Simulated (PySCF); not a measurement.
**GaCl+: from the state search to spectroscopic constants**

An exercise on one series of results from a longer session: the logs are not shown, and one member is left open.

Computed with PySCF 2.14.0. Level: Ga cc-pVDZ-PP with ECP10, Cl cc-pV(D+d)Z, scalar-relativistic core potentials.

Set-up of the first run:

Settings of the job:

```json
{
  "atoms": "Ga, Cl",
  "charge": "1",
  "basis": "Ga cc-pVDZ-PP with ECP10, Cl cc-pV(D+d)Z",
  "Hamiltonian": "scalar-relativistic core potentials",
  "basis functions": "46",
  "electrons treated": "37",
  "masses in u": "68.9256, 34.9689",
  "levels": "PBE0, PBE, r²SCAN, BLYP, revPBE, BP86, HF, MP2, SCS-MP2, CCSD, CCSD(T)",
  "grid": "80 radial by 434 angular points",
  "occupations": "held fixed by the projection of orbital angular momentum",
  "dissociation limit": "Ga+ + Cl, each in its ground configuration",
  "starting distance in angstrom": "2.275",
  "values of 2S to try": "1, 3"
}
```

Started as:

```
> OMP_NUM_THREADS=1 python dia.py task.json out
```

Steps of the session up to this table: The job; The PBE0 curve of the state that the search chose; Other states along the same grid; PBE; r²SCAN; BLYP; revPBE; BP86 (GGA); UHF; Correlated methods on the Hartree–Fock reference.

One table of the session follows, with a row left open; its other results are not shown here.

| level | Re (Å) | ωe (cm⁻¹) | De (eV) |
| --- | --- | --- | --- |
| UHF | 2.103 | 409 | 0.109 |
| UHF-CCSD | 2.125 | 384 | 0.451 |
| UHF-CCSD(T) | 2.125 | 393 | 0.56 |
| PBE | 2.158 | 358 | 0.91 |
| revPBE | 2.168 | 351 | 0.76 |
| BLYP | 2.202 | 315 | 0.65 |
| BP86 | ? | ? | ? |
| r²SCAN | 2.113 | 402 | 0.99 |
| PBE0 | 2.126 | 382 | 0.81 |

Q: Estimate the row for BP86 from the others.

**Answer.** Re (Å): 2.162; ωe (cm⁻¹): 353; De (eV): 0.85. In the column «Re (Å)» it lies between PBE (2.158) and revPBE (2.168).

De is counted to Ga+ + Cl in their ground configurations.
